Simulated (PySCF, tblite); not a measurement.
# C7H15OP: infrared bands and NMR shifts

Wanted: the infrared bands and NMR shifts of C7H15OP (`CC(=O)P(C)C(C)(C)C`), by calculation.

The runs use tblite 0.8.0 and PySCF 2.14.0, with density-fitted response routines of our own; the level of theory stands in each step. All values are computed, except where a source is named. Atoms count from 0, in the outputs and in this text.

### Step 1. The starting structure

24 atoms, charge 0, multiplicity 1; geometry from: GFN2-xTB.

Bonds of the start (Å): C0–C1 1.51, C1–O2 1.21, C1–P3 1.85, P3–C4 1.86, P3–C5 1.90, C5–C6 1.53, C5–C7 1.53, C5–C8 1.53, C0–H9 1.09, C0–H10 1.09, C0–H11 1.09, C4–H12 1.09, C4–H13 1.09, C4–H14 1.09, C6–H15 1.09, C6–H16 1.09, C6–H17 1.09, C7–H18 1.09, C7–H19 1.09, C7–H20 1.09, C8–H21 1.09, C8–H22 1.09, C8–H23 1.09.

### Step 2. Vibrational analysis with GFN2-xTB

What the job is given:

```
{"job": {"kind": "ir", "xc": "GFN2-xTB", "basis": "xTB"}, "charge": 0, "multiplicity": 1}
C      2.972242    -0.198538    -0.990437
C      1.480796    -0.262111    -1.195411
O      0.970237    -0.979670    -2.021225
P      0.499166     0.974318    -0.222361
C      1.306679     0.744684     1.433100
C     -1.157526     0.074202    -0.004645
C     -1.963352     0.851574     1.039124
C     -1.869092     0.162203    -1.356093
C     -1.015789    -1.383667     0.421925
H      3.292087     0.838160    -0.902611
H      3.233590    -0.721751    -0.071822
H      3.480732    -0.678940    -1.823721
H      1.399522    -0.303487     1.710138
H      0.713097     1.268779     2.178506
H      2.292129     1.204772     1.407602
H     -2.982730     0.469956     1.077526
H     -1.531565     0.753165     2.033138
H     -2.004570     1.909424     0.781953
H     -2.861205    -0.281997    -1.288462
H     -1.304610    -0.368406    -2.118719
H     -1.976491     1.202261    -1.662201
H     -2.005436    -1.829733     0.513771
H     -0.459142    -1.952505    -0.318571
H     -0.520503    -1.472928     1.387054
```

**Question.** This job is followed by: GIAO PBE0/pcSseg-1 NMR shielding, non-relativistic, gas phase. What will the session give for the following? strongest single infrared mode (GFN2-xTB); zero-point energy (GFN2-xTB); ¹³C shifts against TMS (PBE0/pcSseg-1, means over atoms taken as alike); ¹H shifts against TMS (PBE0/pcSseg-1, means over atoms taken as alike); ¹⁷O shifts against H2O (PBE0/pcSseg-1); ³¹P shifts against H3PO4 (PBE0/pcSseg-1).

**Answer**, as computed:

```
                                                               quantity                             value
                              strongest single infrared mode (GFN2-xTB)             1717 cm⁻¹, 326 km/mol
                                           zero-point energy (GFN2-xTB)                    128.0 kcal/mol
¹³C shifts against TMS (PBE0/pcSseg-1, means over atoms taken as alike)  233.2, 36.3, 35.2, 27.8, 7.2 ppm
 ¹H shifts against TMS (PBE0/pcSseg-1, means over atoms taken as alike)              2.27, 1.42, 1.22 ppm
                                 ¹⁷O shifts against H2O (PBE0/pcSseg-1)                         735.3 ppm
                               ³¹P shifts against H3PO4 (PBE0/pcSseg-1)                           1.4 ppm
```

**Reading.** No mode is imaginary among the 66: a minimum at this level. The strongest single mode, at 1717 cm⁻¹, moves mainly C1 and O2. GFN2-xTB is a fitted tight-binding method: band positions and strengths are rough. Its intensities can rank the bands wrongly. H9, H10, H11 (mean) (hydrogen on a methyl carbon α to a carbonyl) lies farthest downfield among hydrogen, at 2.27 ppm; α to C=O. At PBE0/pcSseg-1: Shielding is most anisotropic at O2 (span 1455 ppm, paramagnetic term -802 ppm).
